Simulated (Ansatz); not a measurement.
# The cluster Ge₄H₆: reading failed and doubtful runs

1 input was typed for the cluster Ge₄H₆. Each is run as it stands; the log then has to tell whether the result can be used.

Method: the settings change from run to run; program: Ansatz 0.2.0, Gaussian basis.

2 further runs of the same task are left out: 2 set aside as unsound or not needed.

**1. The geometry**

The geometry comes from an earlier relaxation with PBE-D4/def2-SVP; it is a stationary point, not always the lowest conformer.

10 atoms, charge 0, spin multiplicity 1.

Atoms are counted from 1 here; the program's logs count them from 0.

Bond lengths: Ge1–Ge3 2.461 Å, Ge1–Ge4 2.461 Å, Ge1–H5 1.551 Å, Ge1–H9 1.552 Å, Ge2–Ge3 2.461 Å, Ge2–Ge4 2.461 Å, Ge2–H6 1.552 Å, Ge2–H10 1.551 Å, Ge3–H7 1.582 Å, Ge4–H8 1.582 Å. Angles: Ge3–Ge1–Ge4 77.6°, Ge3–Ge1–H5 113.4°, Ge3–Ge1–H9 119.4°, Ge4–Ge1–H5 113.4°, Ge4–Ge1–H9 119.4°, H5–Ge1–H9 110.2°, Ge3–Ge2–Ge4 77.6°, Ge3–Ge2–H6 119.4°, Ge3–Ge2–H10 113.4°, Ge4–Ge2–H6 119.4°, Ge4–Ge2–H10 113.4°, H6–Ge2–H10 110.2°, Ge1–Ge3–Ge2 94.5°, Ge1–Ge3–H7 102.5°, Ge2–Ge3–H7 102.5°, Ge1–Ge4–Ge2 94.5°, Ge1–Ge4–H8 102.5°, Ge2–Ge4–H8 102.5°.

**2. Attempt 1**

in.yaml

```yaml
crystal:
  periodic: [false, false, false]
  atoms:
    - {symbol: Ge, position_ang: [-2.183597, -2.321674, -2.555403]}
    - {symbol: Ge, position_ang: [0.863645, 1.560372, 3.675352]}
    - {symbol: Ge, position_ang: [-1.725033, 2.815164, -0.910340]}
    - {symbol: Ge, position_ang: [2.378883, -2.438158, 0.355778]}
    - {symbol: H, position_ang: [-4.772853, -3.990896, -1.088760]}
    - {symbol: H, position_ang: [3.221120, 3.699413, 4.908576]}
    - {symbol: H, position_ang: [0.847541, 4.021233, -2.920086]}
    - {symbol: H, position_ang: [4.652287, -0.849070, -1.746183]}
    - {symbol: H, position_ang: [-2.060848, -3.030186, -5.892602]}
    - {symbol: H, position_ang: [-1.221146, 0.533824, 6.173645]}
basis:
  gaussian: {orbitals: "6-31G*"}
total_charge: -1
magnetization: {spin_polarized: true, initial_magnetization: 1}
hamiltonian: {xc: {name: B2PLYP}, pseudopotentials: {relativity: scalar}}
accuracy: high
scf: {lower_state_search: off}
```

The run is started by

```
$ ansatz run in.yaml --threads 4 --pin off --events-out ev --progress --plain --max-ram 8704MiB
```

Q: Predict the results of all the runs planned.

As calculated:

| attempt | level | ended | cause | time |
| --- | --- | --- | --- | --- |
| 1 | B2PLYP/6-31G* | converged | the geometry is stretched to more than twice its size | 21 s |

1 converged. The dangerous case is the input that converges on a wrong geometry, charge, spin, basis or grid: often only a look at the input shows it.
